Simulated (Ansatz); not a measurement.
# SnO2 (1T sheet): the cost of one run

Program: Ansatz 0.2.0. Level of theory: DFT PBE, scalar-relativistic, plane waves, PAW. These are calculated values, not measurements.

1 further run of the same task is left out (set aside as unsound or not needed). Runs told in other sessions of the task aren't counted.

**1. The starting structure**

Symmetry: P-3m1, No. 164, trigonal system. The conventional cell has a = 3.227 Å, b = 3.227 Å, c = 28.229 Å, α = 90.00°, β = 90.00°, γ = 120.00°. Sn (site symmetry -3m) has 6 O at 2.12 Å in its first shell of neighbours. O (site symmetry 3m) has 3 Sn at 2.12 Å in its first shell of neighbours.

Structure file:

```
Sn O
1.0
     3.22750    0.00000    0.00000
    -1.61375    2.79510    0.00000
     0.00000    0.00000   28.22899
Sn O
1 2
Direct
  0.33333 0.66667 0.31882
  0.66667 0.33333 0.35466
  0.00000 0.00000 0.28298
```

This sheet was relaxed beforehand with the same method; its gap on the mesh is 2.61 eV.

**2. Building the armchair ribbon, N = 6**

The ribbon is cut from the relaxed sheet, periodic along c; N counts formula units a period. The edge energy is the mean of both edges over the sheet, -2386.1738 eV an atom.

The cell holds 6 Sn, 12 O: a = 17.100 Å, b = 11.300 Å, c = 5.590 Å, α = 90.00°, β = 90.00°, γ = 90.00°.

**3. The relaxation run**

Pressure and volume refer to the whole cell with its vacuum; only the period along c may change.

The input, input.yaml:

```yaml
crystal:
  lattice:
    - [17.1, 0.0, 0.0]
    - [0.0, 11.3, 0.0]
    - [0.0, 0.0, 5.5901899136]
  atoms:
    - { symbol: Sn, position: [0.7359281909, 0.5, 0.3333333333] }
    - { symbol: Sn, position: [0.5471856382, 0.5, 0.3333333333] }
    - { symbol: Sn, position: [0.6415569145, 0.5, 0.8333333333] }
    - { symbol: Sn, position: [0.3584430855, 0.5, 0.3333333333] }
    - { symbol: Sn, position: [0.4528143618, 0.5, 0.8333333333] }
    - { symbol: Sn, position: [0.2640718091, 0.5, 0.8333333333] }
    - { symbol: O, position: [0.6415569145, 0.5895308426, 0.1666666667] }
    - { symbol: O, position: [0.7359281909, 0.5895308426, 0.6666666667] }
    - { symbol: O, position: [0.4528143618, 0.5895308426, 0.1666666667] }
    - { symbol: O, position: [0.5471856382, 0.5895308426, 0.6666666667] }
    - { symbol: O, position: [0.2640718091, 0.5895308426, 0.1666666667] }
    - { symbol: O, position: [0.3584430855, 0.5895308426, 0.6666666667] }
    - { symbol: O, position: [0.7359281909, 0.4104691574, 0.0] }
    - { symbol: O, position: [0.5471856382, 0.4104691574, 0.0] }
    - { symbol: O, position: [0.6415569145, 0.4104691574, 0.5] }
    - { symbol: O, position: [0.3584430855, 0.4104691574, 0.0] }
    - { symbol: O, position: [0.4528143618, 0.4104691574, 0.5] }
    - { symbol: O, position: [0.2640718091, 0.4104691574, 0.5] }
basis:
  ecutwfc: 420
kpoints:
  mp_grid: { grid: [1, 1, 6] }
hamiltonian:
  xc: pbe
scf:
  occupations: { method: gaussian, width: 0.05 }
output:
  forces: true
  stress: true
  eigenvalues: true
  populations: true
  write_density: true
  write_potential: true
  elf: true
  volumetric_format: npy
relax:
  adjacent_minimum: "off"
  f_tol: 0.02
  max_steps: 45
  cell: { fix: [a, b, alpha, beta, gamma], stress_tol: 0.03 }
```

The run is started by

```console
ansatz run input.yaml --threads 4 --pin off --max-ram 11264MiB --backend cpu --events-out ev --progress --plain --runs-dir out
```

Q: Estimate wall time and peak memory on 4 threads of Intel Xeon 6975P-C (Granite Rapids), shared host.

About 56 s, with a peak of 2.5 GiB.
